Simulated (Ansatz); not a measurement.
Predict the output of the script below (the Python package of Ansatz (0.2.0)).

The script, `torsion.py`:
```python
"""Rigid torsion scan of CH4ClFSSn."""

import ansatz
from ase import Atoms

BASIS_SET = "def2-SVP"
XC = "r2SCAN"
FMAX = 0.02

atoms = Atoms(["C", "Sn", "F", "S", "Cl", "H", "H", "H", "H"], positions=[
    (-0.3629, -0.9053, -0.9919),
    (0.7018, 0.4422, 0.276),
    (2.5379, -0.0969, 0.2772),
    (-0.1167, 0.3333, 2.5121),
    (0.5344, 2.6472, -0.5365),
    (-0.3304, -1.8859, -0.6315),
    (-1.4496, -0.5478, -1.0033),
    (0.0335, -0.786, -2.041),
    (-1.4595, 0.7529, 2.1219),
])

# start the scan from a relaxed geometry
first = ansatz.Crystal.molecule_from_ase(atoms).calculation()
first = first.basis(gaussian=BASIS_SET)
first = first.functional(XC).relax(force_tolerance=FMAX, max_steps=80)
atoms.positions = first.run(threads=1).report["positions_ang"]

start = atoms.get_dihedral(0, 1, 3, 8)
energies = {}
for turn in range(0, 360, 40):
    turned = atoms.copy()
    turned.set_dihedral(0, 1, 3, 8, start + turn, indices=[3, 8])
    model = ansatz.Crystal.molecule_from_ase(turned).calculation()
    model = model.basis(gaussian=BASIS_SET)
    model = model.functional(XC)
    energies[round((start + turn) % 360)] = model.run(threads=1).report["free_energy_ev"]
floor = min(energies.values())
print("dihedral C0-Sn1-S3-H8 (deg)   E - E(min) (kJ/mol)")
for angle, e in sorted(energies.items()):
    print(f"{angle:8d} {96.485332 * (e - floor):14.3f}  " + "#" * int(30 * (e - floor) / max(max(energies.values()) - floor, 1e-9)))
```

```console
$ python torsion.py
dihedral C0-Sn1-S3-H8 (deg)   E - E(min) (kJ/mol)
       0          6.440  ##########################
      40          5.061  ####################
      80          5.474  ######################
     120          4.152  ################
     160          1.554  ######
     200          0.000
     240          2.530  ##########
     280          6.491  ##########################
     320          7.399  ##############################
```

Caveats:
- The scan is rigid and the energies are electronic, in a modest basis. With rigid groups the curve can differ much from the relaxed path, the start wasn't checked as a minimum of this torsion, and equivalent turns needn't return to the same energy.
- def2 sets replace the cores of elements past krypton by effective core potentials.
- The whole script took 9.3 min on 1 thread of Arm Neoverse V1 (shared host), peak memory 0.28 GiB.
